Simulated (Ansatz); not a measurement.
# CH3FGeO: the cost of one run

Method: RKS PBE-D4/def2-SVP; program: Ansatz 0.2.0.

1 further run of the same task is left out (set aside as unsound or not needed).

## 1. The system as given

7 atoms, charge 0, spin multiplicity 1.

Atoms are counted from 1 here; the program's logs count them from 0.

Bond lengths: C1–O2 1.420 Å, C1–H5 1.111 Å, C1–H6 1.112 Å, C1–H7 1.112 Å, O2–Ge3 1.798 Å, Ge3–F4 1.790 Å. Angles: O2–C1–H5 112.4°, O2–C1–H6 109.5°, O2–C1–H7 109.5°, H5–C1–H6 108.8°, H5–C1–H7 109.0°, H6–C1–H7 107.6°, C1–O2–Ge3 126.8°, O2–Ge3–F4 98.5°.

Geometry (Å):

```
C    -0.5018    0.4927    0.3872
O     0.4094    0.6505   -0.6909
Ge    1.4592   -0.6208   -1.4093
F     0.9580   -1.9947   -0.3767
H    -0.5392   -0.5536    0.7592
H    -0.2048    1.1602    1.2251
H    -1.5194    0.7975    0.0596
```

## 2. Relaxation

input.yaml

```yaml
crystal:
  periodic: [false, false, false]
  atoms:
    - { symbol: C, position_ang: [-0.501785, 0.492738, 0.387247] }
    - { symbol: O, position_ang: [0.409372, 0.650493, -0.690851] }
    - { symbol: Ge, position_ang: [1.459193, -0.620781, -1.409311] }
    - { symbol: F, position_ang: [0.957983, -1.994651, -0.376669] }
    - { symbol: H, position_ang: [-0.539196, -0.553602, 0.759244] }
    - { symbol: H, position_ang: [-0.204791, 1.160172, 1.225119] }
    - { symbol: H, position_ang: [-1.519376, 0.797532, 0.059621] }
basis:
  gaussian: { orbitals: def2-SVP }
hamiltonian:
  xc: pbe
  dispersion: d4
output:
  forces: true
relax:
  f_tol: 0.003
  max_steps: 120
```

The run is started by

```bash
$ ansatz run input.yaml --threads 1 --pin off --max-ram 2560MiB --backend cpu --events-out ev --progress --plain --runs-dir out
```

Q: Estimate wall time and peak memory on 1 thread of Arm Neoverse V1, shared host.

About 22 s, with a peak of 0.14 GiB.
